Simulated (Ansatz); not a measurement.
Cs2LiYF6, space group Fm-3m, a single point

Computed with the Ansatz DFT code, driven from Python.

The cells in order, each with its output:

**Cell 1**
```python
from pathlib import Path
import warnings

import ansatz as az
from ase.io.cube import read_cube_data
from ase.units import Bohr
import numpy as np
from pymatgen.core import Structure
```

**Cell 2**
```python
warnings.simplefilter("ignore", az.DeckWarning)
```

**Cell 3**
```python
system = (
    az.Lattice.fcc(8.96166)
    .space_group(225)
    .atom("Cs", (0.25, 0.75, 0.75))
    .atom("Li", (0.5, 0.0, 0.0))
    .atom("Y", (0.0, 0.0, 0.0))
    .atom("F", (0.5, 0.0, 0.74672))
    .primitive()
)
```

**Cell 4**
```python
system.resolved().tree()["lattice"]
```
Output:
```text
((5.487434117023435e-16, 4.48083, 4.48083), (4.48083, 2.7437170585117174e-16, 4.48083),
 (4.48083, 4.48083, 0.0))
```

**Cell 5**
```python
# settings of the run
job = (
    system.calculation()
    .functional(az.Functional.R2SCAN)
    .pseudopotentials("paw")
    .basis(500)
    .kpoints(4, 4, 4)
    .occupations(az.OccupationsMethod.METHFESSEL_PAXTON)
    .density()
    .output_files(volumetric_format="cube")
    .band_table()
)
res = job.run()
report = res.report
```

**Cell 6**
```python
report["free_energy_ev"]
```
Output:
```text
-20313.681592794022
```

**Cell 7**
```python
res.unlabelled_reasons
```
Output:
```text
['no_forces']
```

**Cell 8**
```python
n_atoms = len(report["lattice"]["sites"])
print("F =", round(report["free_energy_ev"], 4), "eV for", n_atoms, "atoms")
print("E(sigma -> 0) =", round(report["energy_sigma0_ev"], 4), "eV, TS =", round(report["entropy_ts_ev"], 5), "eV")
print("closed by", report["closed_by"], "after", report["n_iterations"], "iterations")
```
Output:
```text
F = -20313.6816 eV for 10 atoms
E(sigma -> 0) = -20313.6816 eV, TS = 0.0 eV
closed by deck_thresholds after 6 iterations
```

**Cell 9**
```python
# cube files hold the density in electrons per cubic bohr
folder = Path(res.write_results("cubes"))
print("\n".join((folder / "rho.cube").read_text().splitlines()[: 6 + 6]))
values, cube_atoms = read_cube_data(str(folder / "rho.cube"))
print("electrons from the file:", round(values.mean() * cube_atoms.get_volume() / Bohr ** 3, 3))
```
Output:
```text
ansatz rho
values in e/bohr^3 (x slowest, z fastest)
   10    0.000000    0.000000    0.000000
   48    0.000000    0.176407    0.176407
   48    0.176407    0.000000    0.176407
   48    0.176407    0.176407    0.000000
   55   55.000000    4.233771    4.233771    4.233771
   55   55.000000   12.701312   12.701312   12.701312
    3    3.000000    8.467542    8.467542    8.467542
   39   39.000000    0.000000    0.000000    0.000000
    9    9.000000    8.467542    8.467542    4.178224
    9    9.000000    8.467542    8.467542   12.756859
electrons from the file: 74.0
```

**Cell 10**
```python
edges = report.get("band_edges_ev")
if edges:
    print(f"band edges on the mesh: {edges[0]:.3f} and {edges[1]:.3f} eV, gap {edges[1] - edges[0]:.3f} eV")
else:
    print("no band edges reported (a metal, or a gap too narrow for this smearing); Fermi level", round(report["fermi_energy_ev"], 3), "eV")
```
Output:
```text
band edges on the mesh: 1.678 and 9.848 eV, gap 8.170 eV
```

**Cell 11**
```python
final = Structure(res.lattice.cell_ang, [s.symbol for s in res.lattice.sites], [s.position_frac for s in res.lattice.sites])
distances = np.array([n.nn_distance for shell in final.get_all_neighbors(6.0) for n in shell])
values, counts = np.unique(distances.round(2), return_counts=True)
print("distance (A)  neighbours per atom")
for value, count in list(zip(values, counts))[:14]:
    print(f"{value:10.2f} {count / len(final):10.2f}")
```
Output:
```text
distance (A)  neighbours per atom
      2.21       1.20
      2.27       1.20
      3.13       2.40
      3.17       4.80
      3.21       2.40
      3.88       3.20
      4.42       0.60
      4.48       4.80
      4.54       0.60
      5.00       4.80
      5.02       4.80
      5.46       4.80
      5.49       9.60
      5.51       4.80
```

**Cell 12**
```python
# the band energy is the weighted sum of filled levels
eps, occ = np.array(report["eigenvalues_ev"]), np.array(report["occupations"])
wk = np.tile(report["kweights"], len(eps) // len(report["kweights"]))
print(f"sum of w f eps = {wk @ (eps * occ).sum(axis=1):.4f} eV, reported band energy {report['components']['e_band']:.4f} eV")
```
Output:
```text
sum of w f eps = -538.2985 eV, reported band energy -538.2985 eV
```

What to keep in mind:
- Total energies depend on the potentials; only differences at equal settings carry meaning.
- No spin polarisation was allowed.
- Semilocal gaps usually lie well under measured ones.
- The computed bands are complete only to about 5.7 eV above the Fermi level.
- Densities and potentials on the grid are those of the valence electrons, and inside the cores they hang on the potentials used.
- The structure comes from a database of computed cells and needn't be a stable or known phase.
- Gaps and levels are Kohn-Sham values on a finite set of k-points, without spin-orbit coupling.
- Hardware and time: 7.7 s on 1 thread of Arm Neoverse V2, with other jobs on the host, peak memory 0.92 GiB.
